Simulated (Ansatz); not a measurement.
# doublet [GaH3]−: levels of theory compared

Aim: a comparison of 6 runs (U-wB97M-V/def2-TZVPPD, U-wB97X/def2-TZVPPD, UB2PLYP/def2-TZVPPD, UB3LYP/def2-TZVPPD, UBLYP/def2-TZVPPD, UPBE/def2-TZVPPD) of doublet [GaH3]−. 

Program for the calculation: Ansatz 0.2.0.

27 further runs of the same task are left out: 3 that didn't finish, 24 set aside as unsound or not needed. Runs told in other sessions of the task aren't counted.

## 1. The system as given

[GaH3]−: 4 atoms, total charge -1, spin state doublet. SMILES of the parent species: `[GaH3]`. The coordinates come from a PBE0-D4/def2-TZVP relaxation. That shape belongs to the parent species and isn't relaxed for this state.

Bond lengths: Ga1–H2 1.568 Å, Ga1–H3 1.568 Å, Ga1–H4 1.568 Å. Angles: H2–Ga1–H3 120.0°, H2–Ga1–H4 120.0°, H3–Ga1–H4 120.0°.

## 2. A single-point energy at U-wB97M-V/def2-TZVPPD (run 1)

in.yaml reads:

```yaml
crystal:
  periodic: [false, false, false]
  atoms:
    - {symbol: Ga, position_ang: [0.013400, -0.014900, -0.004600]}
    - {symbol: H, position_ang: [1.252400, 0.343800, 0.887700]}
    - {symbol: H, position_ang: [-0.552100, -1.477800, -0.009700]}
    - {symbol: H, position_ang: [-0.658400, 1.088700, -0.893700]}
basis:
  gaussian: {orbitals: def2-TZVPPD.json}
total_charge: -1
magnetization: {spin_polarized: true, initial_magnetization: 1}
hamiltonian: {xc: {name: wB97M-V}}
accuracy: high
output: {orbitals: {seedname: orbitals}}
```

The basis set def2-TZVPPD is read from a file made from the Basis Set Exchange's data (not shown).

Run with:

```
$ ansatz run in.yaml --threads 1 --pin off --max-ram 3480MiB --events-out events.jsonl --progress --plain --runs-dir runs
```

The program printed:

```text
Warning: RAYON_NUM_THREADS=1 ignored (pool sized by the plan → 1); use --threads N
Functional definition: wB97M-V
  name "wB97M-V"
  parameter omega = 0.3/bohr
  parameter cx = 0.15
  parameter cx01 = 1.007
  parameter cx10 = 0.259
  parameter css00 = 0.443
  parameter css04 = -1.437
  parameter css10 = -4.535
  parameter css20 = -3.390
  parameter css43 = 4.278
  parameter cos00 = 1.000
  parameter cos10 = 1.358
  parameter cos20 = 2.924
  parameter cos21 = -8.812
  parameter cos60 = -1.390
  parameter cos61 = 9.142
  parameter b = 6.0
  parameter c = 0.01
  gx(w, u) = 1 - cx + cx01*u + cx10*w
  gss(w, u) = css00 + css04*u^4 + css10*w + css20*w^2 + css43*w^4*u^3
  gos(w, u) = cos00 + cos10*w + (cos20 + cos21*u)*w^2 + (cos60 + cos61*u)*w^6
  exchange = spin_sum(e_x_unif_sr(omega)*gx(b97_w, b97_u_x)) + cx*exact_x_sr(omega) + exact_x_lr(omega)
  correlation = spin_sum(e_c_pw_mod_same_spin*gss(b97_w, b97_u_same))
      + integral(e_c_pw_mod_opposite_spin*gos(b97_w_opposite, b97_u_opposite)) + vv10(b, c)
1581 factors; integrals over basis functions are off by at most 4.3e-9 eV
338 factors; integrals over basis functions are off by at most 2.0e-9 eV
mean field evaluation 1: about -52421.7957 eV, gradient 2.1e1 eV
mean field evaluation 2: about -52421.8660 eV, gradient 2.4e1 eV
mean field evaluation 4: about -52422.6803 eV, gradient 8.1e-1 eV
mean field evaluation 8: about -52422.7117 eV, gradient 7.0e-2 eV
mean field evaluation 16: about -52422.7118 eV, gradient 1.7e-5 eV
mean field evaluation 32: about -52421.9810 eV, gradient 3.0e0 eV
mean field -52422.71180452 eV, -1926.4991254257 hartree, gradient 6.5e-8 eV, S^2 0.752845; 2 other end points of the search recorded, 0 dependent functions left out
reference -52422.71180854 eV, -1926.4991255736 hartree; 18, 17 occupied and 87, 88 virtual orbitals, 1581 factors
Total energy: -52422.71180854 eV, -1926.4991255736 hartree
```

Run time: 1.7 min. Hardware: 1 thread of Arm Neoverse N1, shared host; peak memory 0.73 GiB.

## 3. A single-point energy at U-wB97X/def2-TZVPPD (run 2)

in.yaml reads:

```yaml
crystal:
  periodic: [false, false, false]
  atoms:
    - symbol: Ga
      position_ang: [0.013400, -0.014900, -0.004600]
    - symbol: H
      position_ang: [1.252400, 0.343800, 0.887700]
    - symbol: H
      position_ang: [-0.552100, -1.477800, -0.009700]
    - symbol: H
      position_ang: [-0.658400, 1.088700, -0.893700]
basis:
  gaussian:
    orbitals: def2-TZVPPD.json
total_charge: -1
magnetization:
  spin_polarized: true
  initial_magnetization: 1
hamiltonian:
  xc: {name: wB97X}
accuracy: high
output:
  orbitals: {seedname: orbitals}
```

The basis set def2-TZVPPD is read from a file made from the Basis Set Exchange's data (not shown).

Run with:

```
$ ansatz run in.yaml --threads 1 --pin off --max-ram 3480MiB --events-out events.jsonl --progress --plain --runs-dir runs
```

The program printed, cut to the lines that bear on the results:

```text
Warning: RAYON_NUM_THREADS=1 ignored (pool sized by the plan → 1); use --threads N
Functional definition: wB97X
  name "wB97X"
[...]
      + exact_x_lr(omega)
[...]
      + integral(e_c_pw_opposite_spin*poly(b97_u_opposite, 1, cos1, cos2, cos3, cos4))
1581 factors; integrals over basis functions are off by at most 4.3e-9 eV
338 factors; integrals over basis functions are off by at most 2.0e-9 eV
[...]
mean field -52427.14316496 eV, -1926.6619749181 hartree, gradient 7.5e-8 eV, S^2 0.751874; 2 other end points of the search recorded, 0 dependent functions left out
reference -52427.14316296 eV, -1926.6619748446 hartree; 18, 17 occupied and 87, 88 virtual orbitals, 1581 factors
Total energy: -52427.14316296 eV, -1926.6619748446 hartree
```

It took 63 s on 1 thread of Arm Neoverse N1, shared host; peak memory 0.63 GiB.

Runs 3 to 5 aren't shown in full; the table further down has their settings and results.

## 4. A single-point energy at UPBE/def2-TZVPPD (run 6)

job.yaml reads:

```yaml
crystal:
  periodic: [false, false, false]
  atoms:
    - {symbol: Ga, position_ang: [0.013400, -0.014900, -0.004600]}
    - {symbol: H, position_ang: [1.252400, 0.343800, 0.887700]}
    - {symbol: H, position_ang: [-0.552100, -1.477800, -0.009700]}
    - {symbol: H, position_ang: [-0.658400, 1.088700, -0.893700]}
basis:
  gaussian: {orbitals: def2-TZVPPD.json}
hamiltonian: {xc: pbe}
total_charge: -1
accuracy: high
magnetization: {spin_polarized: true, initial_magnetization: 1}
output: {orbitals: {seedname: orbitals}}
```

The basis set def2-TZVPPD is read from a file made from the Basis Set Exchange's data (not shown).

Run with:

```
$ ansatz run job.yaml --threads 1 --pin off --max-ram 3480MiB --events-out events.jsonl --progress --plain --runs-dir runs
```

The program printed:

```text
Warning: RAYON_NUM_THREADS=1 ignored (pool sized by the plan → 1); use --threads N
Functional definition: PBE
  name "PBE"
  parameter kappa = 0.804
  parameter beta = 0.06672455060314922
  exchange = pbe_x(kappa = kappa, mu = beta*pi^2/3)
  correlation = pbe_c(beta = beta)
1581 factors; integrals over basis functions are off by at most 4.3e-9 eV
mean field evaluation 1: about -52415.7297 eV, gradient 3.4e1 eV
mean field evaluation 2: about -52413.0111 eV, gradient 5.6e1 eV
mean field evaluation 4: about -52417.8579 eV, gradient 3.8e-1 eV
mean field evaluation 8: about -52417.8562 eV, gradient 3.9e-3 eV
mean field evaluation 16: about -52417.8562 eV, gradient 1.9e-7 eV
mean field -52417.85619557 eV, -1926.3206850882 hartree, gradient 2.8e-8 eV, S^2 0.753098; 1 other end points of the search recorded, 0 dependent functions left out
reference -52417.85619875 eV, -1926.3206852050 hartree; 18, 17 occupied and 87, 88 virtual orbitals, 1581 factors
Total energy: -52417.85619875 eV, -1926.3206852050 hartree
```

Run time: 12 s. Hardware: 1 thread of Arm Neoverse N1, shared host; peak memory 0.24 GiB.

## 5. The series

```csv
run,level,frozen core orbitals,energy (Eh),HOMO energy (eV),LUMO energy (eV),⟨S²⟩,wall time
1,U-wB97M-V/def2-TZVPPD,–,-1926.499126,0.19,4.74,0.753,1.7 min
2,U-wB97X/def2-TZVPPD,–,-1926.661975,0.15,5.13,0.752,63 s
3,UB2PLYP/def2-TZVPPD,9,-1926.248181,1.33,4.61,0.756,20 s
4,UB3LYP/def2-TZVPPD,–,-1926.680818,2.06,4.01,0.753,17 s
5,UBLYP/def2-TZVPPD,–,-1926.680785,2.79,3.74,0.752,14 s
6,UPBE/def2-TZVPPD,–,-1926.320685,2.51,3.67,0.753,12 s
```

## 6. Outcome

```
                                 quantity           value
                      run 6: total energy  -1926.32069 Eh
run 6: HOMO energy (highest over α and β)         2.51 eV
 run 6: LUMO energy (lowest over α and β)         3.67 eV
                              run 6: ⟨S²⟩           0.753
```

Totals of different functionals can't be ranked against each other. In all runs the HOMO lies above zero, from self-interaction, a short basis or an electron that isn't bound. All runs together took 3.8 min, the longest 1.7 min.
